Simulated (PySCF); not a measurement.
# C7H7NO: the cost of one run

Programs: PySCF 2.14.0, with routines of our own; each step states its level. All values are computed. Atoms count from 0.

## Step 1: The starting structure

16 atoms, charge 0, multiplicity 1; geometry from: GFN2-xTB.

## Step 2: Vibronic structure: TDDFT PBE0/def2-SVP

What the job is given:

```
{"job": {"kind": "vib", "xc": "PBE0", "basis": "def2-SVP", "tda": false}, "charge": 0, "multiplicity": 1}
C      3.924191     0.750093    -0.145468
C      3.156053    -0.166354    -0.166879
C      2.197375    -1.258201    -0.186471
C      0.897422    -0.801173     0.274400
C     -0.158035    -0.408365     0.684488
C     -1.447903     0.093120     1.121415
N     -2.080192     0.898981     0.091643
C     -3.262767     0.561272    -0.451174
O     -3.941747    -0.376464    -0.116915
H      4.611981     1.541578    -0.126130
H      2.107539    -1.647660    -1.206470
H      2.550506    -2.065511     0.464129
H     -1.318866     0.688370     2.034396
H     -2.128392    -0.739346     1.327491
H     -1.551128     1.672611    -0.277309
H     -3.563636     1.265994    -1.249569
```

With the program's defaults for keys left out, this is: TDDFT PBE0/def2-SVP vertical-gradient vibronic structure (displaced harmonic oscillators, Condon), gas phase.

The run is started by

```bash
$ OMP_NUM_THREADS=1 python excited_run.py task.json out
```

One launch serves the whole session: the jobs run in the order shown.

**Question.** How long does this first job take on 1 thread of Arm Neoverse V2, shared host, and how much memory does it need?

About 45 s, with a peak of 1 GiB.
